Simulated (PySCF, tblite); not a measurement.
# C₇H₁₄OSi: geometry, infrared bands and NMR shifts

What infrared bands and NMR shifts should C₇H₁₄OSi (`C=C(C)[C@@H]1COCC[SiH2]1`) show?

The runs use tblite 0.8.0 and PySCF 2.14.0, with density-fitted response routines of our own; the level of theory stands in each step. All values are computed, except where a source is named. Atoms are numbered from 0 throughout.

**1. Starting geometry**

23 atoms, charge 0, multiplicity 1; geometry from: force field or distance geometry start.

Bonds of the start (Å): C0–C1 1.33, C1–C2 1.49, C1–C3 1.48, C3–C4 1.54, C4–O5 1.37, O5–C6 1.40, C6–C7 1.49, C7–Si8 1.89, Si8–C3 1.86, C0–H9 1.07, C0–H10 1.11, C2–H11 1.11, C2–H12 1.12, C2–H13 1.11, C3–H14 1.10, C4–H15 1.11, C4–H16 1.09, C6–H17 1.11, C6–H18 1.12, C7–H19 1.11, C7–H20 1.12, Si8–H21 1.45, Si8–H22 1.46.

**2. Optimising the geometry with GFN2-xTB**

What the job is given:

```
{"job": {"kind": "relax", "xc": "GFN2-xTB", "basis": "xTB"}, "charge": 0, "multiplicity": 1}
C     -1.922700    -0.165600     1.325400
C     -1.578800    -0.098400     0.047100
C     -2.477100     0.634700    -0.882900
C     -0.347500    -0.693200    -0.528700
C      0.400300    -1.416700     0.609900
O      1.052600    -0.535500     1.430200
C      2.287000    -0.132200     0.905200
C      2.074700     1.033100    -0.001000
Si     0.774600     0.576700    -1.300700
H     -1.395800    -0.651200     2.118500
H     -2.870700     0.328700     1.607400
H     -2.463200     0.221300    -1.907700
H     -3.530200     0.564200    -0.510200
H     -2.196900     1.706000    -0.867800
H     -0.669900    -1.478300    -1.229300
H      1.171400    -2.046900     0.118600
H     -0.292900    -2.039600     1.168800
H      2.834300    -0.970800     0.421800
H      2.886100     0.241000     1.778600
H      3.052800     1.256600    -0.477000
H      1.669800     1.889500     0.593100
H      0.103200     1.811500    -1.673600
H      1.434200    -0.007900    -2.462600
```

Started as:

```
$ OMP_NUM_THREADS=1 python probes_run.py task.json out
```

This one command runs all jobs of the session in turn.

**Question.** This job is followed by: GFN2-xTB harmonic vibrations, gas phase; GIAO PBE0/pcSseg-1 NMR shielding, non-relativistic, gas phase. What will the session give for the following? strongest single infrared mode (GFN2-xTB); zero-point energy (GFN2-xTB); 13C shifts against TMS (PBE0/pcSseg-1); 1H shifts against TMS (PBE0/pcSseg-1, means over atoms taken as alike); 17O shifts against H2O (PBE0/pcSseg-1); 29Si shifts against TMS (PBE0/pcSseg-1).

**Answer**, as computed:

```
                                                              quantity                                                                       value
                             strongest single infrared mode (GFN2-xTB)                                                       2201 cm⁻¹, 354 km/mol
                                          zero-point energy (GFN2-xTB)                                                              119.6 kcal/mol
                                13C shifts against TMS (PBE0/pcSseg-1)                               156.2, 117.8, 76.0, 70.9, 32.1, 28.1, 8.0 ppm
1H shifts against TMS (PBE0/pcSseg-1, means over atoms taken as alike)  5.99, 5.27, 4.57, 4.55, 4.36, 4.03, 3.79, 3.49, 1.84, 1.40, 1.18, 0.46 ppm
                                17O shifts against H2O (PBE0/pcSseg-1)                                                                    47.8 ppm
                               29Si shifts against TMS (PBE0/pcSseg-1)                                                                   -51.4 ppm
```

In words: Relaxing lowered the energy by 0.554 eV in 129 steps; the close pair that moved most is C3–Si8, from 1.862 to 1.916 Å. No mode is imaginary among the 63: a minimum at this level. The strongest single mode, at 2201 cm⁻¹, moves mainly H22. Unscaled tight-binding wavenumbers are off by several per cent, some by more. Its intensities can rank the bands wrongly. C1 (fully substituted alkene carbon) lies farthest downfield among carbon, at 156.2 ppm; as expected for a trigonal carbon in a double bond. At PBE0/pcSseg-1: Shielding is most anisotropic at C1 (span 245 ppm, paramagnetic term -231 ppm).
